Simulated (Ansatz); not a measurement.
# Al2O: the cost of one run

Program: Ansatz 0.2.0. Level of theory: DFT PBE, scalar-relativistic, plane waves, PAW. These are calculated values, not measurements.

2 further runs of the same task are left out: 1 that didn't finish, 1 set aside as unsound or not needed.

## (1) The structure to begin with

Symmetry: P4_2/mmc, No. 131, tetragonal system. The conventional cell has a = 4.602 Å, b = 4.602 Å, c = 4.096 Å, α = 90.00°, β = 90.00°, γ = 90.00°. Al (site symmetry -4m2) has 2 Al at 2.05 Å as nearest neighbours. Al (site symmetry mmm) is surrounded by 2 O at 2.30 Å and 4 Al at 2.52 Å. Around O (site symmetry mmm) lie 2 O at 2.05 Å and 2 Al at 2.30 Å.

Coordinates:

```cif
data_structure
_symmetry_space_group_name_H-M 'P 1'
_symmetry_Int_Tables_number 1
_cell_length_a 4.6024
_cell_length_b 4.6024
_cell_length_c 4.0958
_cell_angle_alpha 90.000
_cell_angle_beta 90.000
_cell_angle_gamma 90.000
_cell_volume 86.76
loop_
_atom_site_label
_atom_site_type_symbol
_atom_site_fract_x
_atom_site_fract_y
_atom_site_fract_z
_atom_site_occupancy
Al1 Al 0.00000 0.00000 0.25000 1
Al2 Al 0.00000 0.00000 0.75000 1
Al3 Al 0.00000 0.50000 0.50000 1
Al4 Al 0.50000 0.00000 0.00000 1
O1 O 0.50000 0.50000 0.00000 1
O2 O 0.50000 0.50000 0.50000 1
```

Recipe of the guess: random cell by space group and Wyckoff sites (P4_2/mmc, No. 131). Its size is a rough estimate.

## (2) A first look at the guess

Contents of input.yaml:

```yaml
crystal:
  lattice:
    - [4.60236494, 0.0, 0.0]
    - [0.0, 4.60236494, 0.0]
    - [0.0, 0.0, 4.09579084]
  atoms:
    - { symbol: Al, position: [0.0, 0.0, 0.25] }
    - { symbol: Al, position: [0.0, 0.0, 0.75] }
    - { symbol: Al, position: [0.0, 0.5, 0.5] }
    - { symbol: Al, position: [0.5, 0.0, 0.0] }
    - { symbol: O, position: [0.5, 0.5, 0.0] }
    - { symbol: O, position: [0.5, 0.5, 0.5] }
basis:
  ecutwfc: 420
kpoints:
  mp_grid: { grid: [4, 4, 4] }
hamiltonian:
  xc: pbe
scf:
  occupations: { method: gaussian, width: 0.1 }
  lower_state_search: "off"
output:
  forces: true
  stress: true
  eigenvalues: true
```

Command:

```console
$ ansatz run input.yaml --threads 1 --pin off --max-ram 2560MiB --backend cpu --events-out ev --progress --plain --runs-dir out
```

What time and memory should one allow on 1 thread of Arm Neoverse V1, shared host?

About 1.7 s, with a peak of 0.31 GiB.
